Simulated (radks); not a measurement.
# The Coulomb parameter U of the 4d shell of Nb³⁺

Aim: U as the second difference [E(n + 0.5) + E(n − 0.5) − 2E(n)]/0.5², with all orbitals relaxed. Bare: the atom's charge changes with n. Screened: the 5p shell takes up the change. The start is a model configuration, not necessarily the ground state.

The numbers are computed with radks (a radial shooting solver on a logarithmic mesh, Libxc functionals) version 1 (scalar-relativistic Kohn-Sham, PBE, spin-unpolarised, spherical densities, finite nucleus), except any that are marked as measured or tabulated.

## 1. The atom as given

| Property | Result |
| --- | --- |
| element | niobium (Z = 41) |
| charge | +3 |
| electrons | 38 |
| configuration | [Kr] 4d0.5 5p1.5 |
| nuclear rms radius | 4.324 fm |

## 2. Start: [Kr] 4d0.5 5p1.5

Input:

```text
Z 41
configuration [Kr] 4d0.5 5p1.5
relativity scalar-relativistic
functional pbe,pbe
spin unpolarised
nucleus finite rms 4.324 fm
c 137.035999084
```

## 3. Bare +0.5: [Kr] 4d1 5p1.5

Input: that of step 2 with these lines changed.

```diff
@@ -1,3 +1,3 @@
 Z 41
-configuration [Kr] 4d0.5 5p1.5
+configuration [Kr] 4d1 5p1.5
 relativity scalar-relativistic
```

## 4. Bare -0.5: [Kr] 5p1.5

Input: that of step 3 with these lines changed.

```diff
@@ -1,3 +1,3 @@
 Z 41
-configuration [Kr] 4d1 5p1.5
+configuration [Kr] 5p1.5
 relativity scalar-relativistic
```

## 5. Screened +0.5: [Kr] 4d1 5p1

Input: that of step 4 with these lines changed.

```diff
@@ -1,3 +1,3 @@
 Z 41
-configuration [Kr] 5p1.5
+configuration [Kr] 4d1 5p1
 relativity scalar-relativistic
```

## 6. Screened -0.5: [Kr] 5p2

Input: that of step 5 with these lines changed.

```diff
@@ -1,3 +1,3 @@
 Z 41
-configuration [Kr] 4d1 5p1
+configuration [Kr] 5p2
 relativity scalar-relativistic
```

Q: Predict the outcome of this session.

The runs gave:

```csv
quantity,value (eV)
"U, bare",12.632
"U, screened by 5p",2.132
"F0(4d,4d), frozen orbitals",15.212
```

What this shows: Relaxing the orbitals brings U down to 83 % of the Slater integral F0. Letting 5p compensate leaves 17 % of the bare value; this second difference measures U(4d,4d) + U(5p,5p) − 2U(4d,5p). A solid screens further than the bare atom, so the bare value is an upper guide for the U of a crystal.
